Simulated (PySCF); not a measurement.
# C5H13NSi: the cost of one run

Programs: PySCF 2.14.0, with routines of our own; each step states its level. All values are computed. Atoms count from 0.

## (1) The system as given

20 atoms, charge 0, multiplicity 1; geometry from: GFN2-xTB.

## (2) Optimising the geometry at PBE0-D3(BJ)/def2-SVP

Job settings and geometry (Å):

```
{"job": {"xc": "PBE0", "basis": "def2-SVP", "d3": "d3bj", "grid": 1, "kind": "geom"}, "charge": 0, "multiplicity": 1}
N      2.365338    -0.257683     0.473736
Si     1.248942     0.488037    -0.614724
C      0.169612    -0.891828    -1.343265
C     -0.870341    -1.362795    -0.330136
C     -1.718770    -0.216494     0.216207
C     -0.943001     0.700658     1.159367
C      0.082878     1.562480     0.427657
H      2.900071     0.330409     1.093135
H      2.947370    -1.004868     0.129684
H      1.853651     1.291567    -1.697685
H     -0.344101    -0.526476    -2.233258
H      0.772771    -1.742423    -1.661932
H     -0.363752    -1.854719     0.503026
H     -1.528793    -2.101077    -0.798754
H     -2.570959    -0.637516     0.757214
H     -2.114260     0.371081    -0.616741
H     -0.432492     0.088674     1.906278
H     -1.650586     1.345953     1.689471
H      0.634489     2.159695     1.154483
H     -0.443215     2.268005    -0.216798
```

Command:

```bash
OMP_NUM_THREADS=1 python excited_run.py task.json out
```

One launch serves the whole session: the jobs run in the order shown.

**Question.** How long does this first job take on 1 thread of Arm Neoverse V1, shared host, and how much memory does it need?

About 67 s, with a peak of 0.76 GiB.
